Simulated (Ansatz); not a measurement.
**SiHBr (SMILES [SiH]Br): single points off equilibrium**

An exercise on one series of results from a longer session: the logs are not shown, and one member is left open.

Computed with Ansatz 0.2.0, Gaussian basis. Level: single points in def2-TZVPP.

Correlated methods freeze the cores. Filled d shells of the heavier atoms are correlated. B3LYP uses VWN-RPA correlation.

## The starting structure

SMILES `[SiH]Br`, 3 atoms, charge 0, spin multiplicity 1.

Atoms are counted from 1 here; the program's logs count them from 0.

Bond lengths: Si1–Br2 2.105 Å, Si1–H3 1.443 Å. Angles: Br2–Si1–H3 96.9°.

As a file:

```mol
BrHSi
  3D, bonds by distance, orders not assigned

  3  2  0  0  0  0  0  0  0  0999 V2000
   -0.5548    0.5406   -0.3921 Si  0  0
    1.2563    0.3914    0.6695 Br  0  0
   -0.8010   -0.8758   -0.5147 H   0  0
  1  2  8  0
  1  3  8  0
M  END
```

The first run:

run/in.yaml

```yaml
crystal:
  periodic: [false, false, false]
  atoms:
    - {symbol: Si, position_ang: [-0.554800, 0.540600, -0.392100]}
    - {symbol: Br, position_ang: [1.256300, 0.391400, 0.669500]}
    - {symbol: H, position_ang: [-0.801000, -0.875800, -0.514700]}
basis:
  gaussian: {orbitals: def2-TZVPP}
correlation: {method: ccsd_t}
output: {forces: true}
```

The command line of these runs was not kept.

Among the steps run: CCSD(T)/def2-TZVPP; PBE0-D4/def2-TZVPP; wB97M-V/def2-TZVPP; r2SCAN-D4/def2-TZVPP; PBE-D4/def2-TZVPP; B3LYP-D4/def2-TZVPP; HSE06-D4/def2-TZVPP.

One of the session's tables, all rows but one given; the rest of the session is left out.

| method | RMS force component (eV/Å) | angle to CCSD(T) forces (°) | dipole (D) |
| --- | --- | --- | --- |
| CCSD(T) | 1.366 | reference | 0.48 |
| PBE0-D4 | 1.366 | 4.0 | 0.50 |
| wB97M-V | 1.347 | 1.8 | 0.51 |
| r2SCAN-D4 | 1.382 | 3.3 | 0.49 |
| PBE-D4 | ? | ? | ? |
| B3LYP-D4 | 1.453 | 0.7 | 0.46 |
| HSE06-D4 | 1.370 | 4.0 | 0.50 |

**Question.** Estimate the row for PBE-D4.

The run gave: RMS force component (eV/Å): 1.508; angle to CCSD(T) forces (°): 4.5; dipole (D): 0.43. In the column «RMS force component (eV/Å)» it is the highest.
